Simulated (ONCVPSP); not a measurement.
# An ONCV potential for Be, from input to tests

Aim: build the potential from the settings below, then test how well it stands in for the atom: other configurations, scattering, ghost states and the plane-wave cutoff that it needs.

Program: ONCVPSP 4.0.1. Reference atom: PBE, scalar-relativistic, spherical and spin-unpolarised. All values are calculated.

## Step 1: Starting point

The settings as typed:

```
element                 : beryllium (Be, Z = 4)
type                    : optimised norm-conserving Vanderbilt (ONCV)
frozen core             : [He]
valence charge          : 2
reference configuration : 2s2
partial waves           : 2s: rc 1.70 bohr, ncon 4, nbas 8, qcut 3.7 1/bohr, 2 projectors, debl 1.7 Ha; p scattering state at 0.36 Ha: rc 1.45 bohr, ncon 4, nbas 8, qcut 6.4 1/bohr, 2 projectors, debl 2.9 Ha; d scattering state at 0.25 Ha: rc 1.50 bohr, ncon 4, nbas 7, qcut 6.6 1/bohr, 2 projectors, debl 3.2 Ha
local potential         : polynomial inside 1.10 bohr (lpopt 5, dvloc0 0 Ha)
core correction         : not asked for
```

The outer shells as boxes (Hund's rule for the drawing; the calculation is spin-unpolarised):

```
[He] core
2s [↑↓]
```

## Step 2: Generation

Input file Be.dat:

```
# ATOM AND REFERENCE CONFIGURATION
# atsym  z   nc   nv     iexc    psfile
  Be 4.00    1    1        4      upf
#
#   n    l    f
    1    0    2.00
    2    0    2.00
#
# PSEUDOPOTENTIAL AND OPTIMIZATION
# lmax
    2
#
#   l,   rc,      ep,       ncon, nbas, qcut
    0    1.70    0.00    4    8    3.70
    1    1.45    0.36    4    8    6.40
    2    1.50    0.25    4    7    6.60
#
# LOCAL POTENTIAL
# lloc, lpopt,  rc(5),   dvloc0
    4    5    1.10    0.00
#
# VANDERBILT-KLEINMAN-BYLANDER PROJECTORs
# l, nproj, debl
    0    2    1.70
    1    2    2.90
    2    2    3.20
#
# MODEL CORE CHARGE
# icmod, fcfact, rcfact
    0    0.00    0.00
#
# LOG DERIVATIVE ANALYSIS
# epsh1, epsh2, depsh
   -2.00    5.00    0.02
#
# OUTPUT GRID
# rlmax, drl
    6.00    0.01
#
# TEST CONFIGURATIONS
# ncnf
    4
# nvcnf
#   n    l    f
    1
    2    0    1.00
#
    1
    2    0    1.50
#
    2
    2    0    1.00
    2    1    1.00
#
    2
    2    0    0.00
    2    1    1.00
#
```

Launch:

```sh
$ oncvpsp.x < Be.dat > Be.out
```

What does the calculation give? Wanted: cutoffs for 1 and 0.1 mHa per electron, occupied waves; bound ghosts; GHOST(+) flags; largest test error; largest phase difference near zero energy, channels read.

As calculated:

```
                                                quantity                                value
  cutoffs for 1 and 0.1 mHa per electron, occupied waves                     5.8 Ha and 14 Ha
                                            bound ghosts                           none found
                                          GHOST(+) flags                          s at 125 eV
                            largest test error (AE − PS)  +9.0 meV, for 2s1 (1 test unsolved)
largest phase difference near zero energy, channels read                            0.000 rad
```

**Reading.** By total energies transferability is good where solved: the largest error is 9.0 meV on 9.6 eV, for 2s1. Of the tests 1 gave no usable energy difference, which is a warning in itself. The potential is soft on the atom at that tolerance: the looser tolerance needs 5.8 Ha. That counts occupied waves only; other projectors can need more. No bound ghost shows below the valence levels. Near zero energy the phases of the channels with partial waves agree within 0.001 rad. The program also flags highly localised states, GHOST(+) (s). All of this concerns the isolated atom, not yet a solid.
